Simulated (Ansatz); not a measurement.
# Cd3Cl2: the cost of one run

Method: DFT PBE, scalar-relativistic, plane waves, PAW, unless a step names another level, in Ansatz 0.2.0.

4 further runs of the same task are left out: 1 that didn't finish, 3 set aside as unsound or not needed.

## (1) The starting structure

It takes space group P-1 (No. 2, triclinic). The conventional cell has a = 3.696 Å, b = 6.225 Å, c = 6.910 Å, α = 79.60°, β = 77.73°, γ = 80.94°. Around Cd (site symmetry 1) lie 3 Cl at 2.65 to 2.89 Å and 1 Cd at 2.73 Å. Cd (site symmetry -1) has 2 Cd at 2.73 Å as nearest neighbours. Cl (site symmetry 1) has 3 Cd at 2.65 to 2.89 Å as nearest neighbours.

Structure file:

```cif
data_structure
_symmetry_space_group_name_H-M 'P 1'
_symmetry_Int_Tables_number 1
_cell_length_a 3.6956
_cell_length_b 6.2253
_cell_length_c 6.9103
_cell_angle_alpha 79.602
_cell_angle_beta 77.734
_cell_angle_gamma 80.942
_cell_volume 151.62
loop_
_atom_site_label
_atom_site_type_symbol
_atom_site_fract_x
_atom_site_fract_y
_atom_site_fract_z
_atom_site_occupancy
Cd1 Cd 0.18532 0.82209 0.23980 1
Cd2 Cd 0.81468 0.17791 0.76020 1
Cd3 Cd 0.50000 0.50000 0.50000 1
Cl1 Cl 0.67360 0.16023 0.16880 1
Cl2 Cl 0.32640 0.83977 0.83120 1
```

It came out lowest among 23 distinct ends of the trial cells. At a tolerance of 0.02 Å it has space group P-1 (No. 2).

## (2) A stricter relaxation, on the response runs' mesh and smearing

File input.yaml:

```yaml
crystal:
  lattice:
    - [3.690168016, 0.1991414366, 0.0201190228]
    - [0.6472722854, 6.1915454628, 0.025817721]
    - [1.3754316444, 1.0823874432, 6.6849272]
  atoms:
    - { symbol: Cd, position: [0.1853233931, 0.8220856687, 0.2398043743] }
    - { symbol: Cd, position: [0.8146766069, 0.1779143313, 0.7601956257] }
    - { symbol: Cd, position: [0.5, 0.5, 0.5] }
    - { symbol: Cl, position: [0.6735979969, 0.1602252137, 0.1688022122] }
    - { symbol: Cl, position: [0.3264020031, 0.8397747863, 0.8311977878] }
basis:
  ecutwfc: 420
kpoints:
  mp_grid: { grid: [8, 6, 4] }
hamiltonian:
  xc: pbe
scf:
  occupations: { method: fixed }
output:
  forces: true
  stress: true
  eigenvalues: true
relax:
  adjacent_minimum: "off"
  f_tol: 0.001
  max_steps: 60
  cell: { stress_tol: 0.01 }
```

Started as:

```sh
$ ansatz run input.yaml --threads 3 --pin off --max-ram 7680MiB --backend cpu --events-out ev --progress --plain --runs-dir out
```

**Question.** How long does this run take on 3 threads of Arm Neoverse V1, shared host, and how much memory does it need?

About 2.7 min, with a peak of 0.75 GiB.
